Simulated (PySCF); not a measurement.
# CeH4O4 (Ce(OH)4): the cost of one run

The runs use PySCF 2.14.0; PBE0, Ce lcecp-2-SVP with ECP46, O def2-SVP, H def2-SVP; scalar-relativistic core potentials, no spin–orbit coupling.

3 further runs of the same task are left out: 2 for a known fault of the program, 1 that didn't finish.

## 1. Where the work starts

9 atoms, charge 0, spin multiplicity 1.

Bond lengths: Ce1–O2 2.071 Å, Ce1–O4 2.071 Å, Ce1–O6 2.071 Å, Ce1–O8 2.071 Å, O2–H3 0.957 Å, O4–H5 0.957 Å, O6–H7 0.957 Å, O8–H9 0.957 Å. Angles: O2–Ce1–O4 109.6°, O2–Ce1–O6 109.4°, O2–Ce1–O8 109.4°, O4–Ce1–O6 109.4°, O4–Ce1–O8 109.4°, O6–Ce1–O8 109.6°, Ce1–O2–H3 179.3°, Ce1–O4–H5 179.3°, Ce1–O6–H7 179.3°, Ce1–O8–H9 179.3°.

Geometry (Å):

```xyz
9

Ce    0.0000    0.0000    0.0000
O     1.3090    1.0723    1.1944
H     1.9089    1.5775    1.7430
O    -1.3090   -1.0723    1.1944
H    -1.9089   -1.5775    1.7430
O     1.0723   -1.3090   -1.1944
H     1.5775   -1.9089   -1.7430
O    -1.0723    1.3090   -1.1944
H    -1.5775    1.9089   -1.7430
```

Formal oxidation states: Ce +4. The 4f shell is empty and lies in the core potential. An earlier session relaxed this geometry at PBE0, Ce lcecp-2-SVP with ECP46, O def2-SVP, H def2-SVP (singlet, point group Td).

Its energy there is -341.541307 Eh.

## 2. Multiplicity 3 at the relaxed geometry

Contents of run.py (the lines that set the calculation):

```python
mol = gto.M(atom='''
Ce     0.00000     0.00000     0.00000
O      1.30900     1.07230     1.19439
H      1.90892     1.57753     1.74300
O     -1.30900    -1.07230     1.19439
H     -1.90892    -1.57753     1.74300
O      1.07230    -1.30900    -1.19439
H      1.57753    -1.90892    -1.74300
O     -1.07230     1.30900    -1.19439
H     -1.57753     1.90892    -1.74300''',
    basis={'Ce': 'lcecp-2-SVP', 'O': 'def2-SVP', 'H': 'def2-SVP'},
    ecp={'Ce': 'lcecp-2-SVP'},
    charge=0, spin=2)
mf = dft.UKS(mol, xc='PBE0')
mf.grids.atom_grid = (50, 194)  # f atoms: unpruned, at least (60, 302)
mf = mf.density_fit()  # fitting sets: Ce AutoAux, O def2-universal-JKFIT, H def2-universal-JKFIT
mf.conv_tol = 1e-08; mf.max_cycle = 55
mf.kernel(dm0)  # dm0: free metal ions and neutral atoms
```

On the command line:

```bash
> OMP_NUM_THREADS=2 python run.py
```

**Question.** How long does this run take on 2 threads of Intel Xeon at 2.60GHz (Ice Lake), shared host?

About 6.8 s.
